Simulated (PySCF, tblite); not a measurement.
# C6H10N2OSi: geometry, infrared bands and NMR shifts

Aim: predict the infrared bands and NMR shifts of C6H10N2OSi (`CC(=O)N([SiH2]C#N)C1CC1`).

Programs: tblite 0.8.0 and PySCF 2.14.0, with density-fitted response routines of our own. Each step states its level of theory. These are calculated values for one molecule in the gas phase, unless marked as measured. Atoms are numbered from 0 throughout.

### 1 The starting structure

20 atoms, charge 0, multiplicity 1; geometry from: force field or distance geometry start.

Bonds of the start (Å): C0–C1 1.52, C1–O2 1.22, C1–N3 1.39, N3–Si4 1.77, Si4–C5 1.87, C5–N6 1.16, N3–C7 1.45, C7–C8 1.51, C8–C9 1.50, C9–C7 1.51, C0–H10 1.10, C0–H11 1.09, C0–H12 1.07, Si4–H13 1.50, Si4–H14 1.49, C7–H15 1.08, C8–H16 1.08, C8–H17 1.08, C9–H18 1.08, C9–H19 1.08.

### 2 Relaxing the molecule with GFN2-xTB

The job: settings as JSON, then the geometry in Å.

```
{"job": {"kind": "relax", "xc": "GFN2-xTB", "basis": "xTB"}, "charge": 0, "multiplicity": 1}
C     -1.157900    -2.134700     0.459200
C     -1.491000    -0.680200     0.157100
O     -2.649300    -0.311100     0.192200
N     -0.405800     0.148200    -0.117300
Si    -0.822400     1.782600    -0.668200
C     -1.395600     2.895900     0.723700
N     -1.701600     3.608700     1.589800
C      0.981600    -0.258000    -0.137100
C      2.086200     0.504400     0.545900
C      1.658700    -0.823000     1.087200
H     -2.082100    -2.730000     0.361700
H     -0.798900    -2.232100     1.484600
H     -0.439200    -2.525600    -0.238100
H      0.413000     2.341500    -1.307900
H     -1.805400     1.689600    -1.787300
H      1.238400    -0.729000    -1.077900
H      3.041500     0.575500     0.045500
H      1.846000     1.370300     1.150300
H      2.335500    -1.657700     0.953500
H      1.143000    -0.824400     2.037700
```

Launch:

```bash
$ OMP_NUM_THREADS=1 python probes_run.py task.json out
```

The driver reads the jobs from task.json and runs them one after another.

**Question.** This job is followed by: GFN2-xTB harmonic vibrations, gas phase; GIAO PBE0/pcSseg-1 NMR shielding, non-relativistic, gas phase. Predict these results of the whole session: strongest single infrared mode (GFN2-xTB); zero-point energy (GFN2-xTB); 13C shifts against TMS (PBE0/pcSseg-1, means over atoms taken as alike); 1H shifts against TMS (PBE0/pcSseg-1, means over atoms taken as alike); 17O shifts against H2O (PBE0/pcSseg-1); 15N shifts against NH3 (PBE0/pcSseg-1); 29Si shifts against TMS (PBE0/pcSseg-1); surface potential, 1st and 99th percentile.

The runs gave:

```
                                                               quantity                               value
                              strongest single infrared mode (GFN2-xTB)               1645 cm⁻¹, 415 km/mol
                                           zero-point energy (GFN2-xTB)                       93.6 kcal/mol
13C shifts against TMS (PBE0/pcSseg-1, means over atoms taken as alike)  187.1, 124.3, 27.8, 22.3, 10.7 ppm
 1H shifts against TMS (PBE0/pcSseg-1, means over atoms taken as alike)    4.73, 2.50, 2.32, 0.84, 0.78 ppm
                                 17O shifts against H2O (PBE0/pcSseg-1)                           459.1 ppm
                                 15N shifts against NH3 (PBE0/pcSseg-1)                    353.4, 147.3 ppm
                                29Si shifts against TMS (PBE0/pcSseg-1)                           -81.4 ppm
                                  surface potential, 1st and 99th percentile                  -1.86 V and 1.36 V
```

**Reading.** Relaxing lowered the energy by 0.369 eV in 129 steps; the close pair that moved most is C1–N3, from 1.393 to 1.342 Å. All 54 modes are real, so the xTB geometry is a minimum. The strongest single mode, at 1645 cm⁻¹, moves mainly C1 and O2. Unscaled tight-binding wavenumbers are off by several per cent, some by more. Its intensities can rank the bands wrongly. C1 (amide carbonyl carbon) lies farthest downfield among carbon, at 187.1 ppm; it is a carbonyl in resonance with an O or N lone pair, the region of acids, esters and amides. At PBE0/pcSseg-1, counted by nearest atom on the grid, the HOMO lies on N3 38 %; O2 25 %, the LUMO on C5 24 %; N6 23 %.
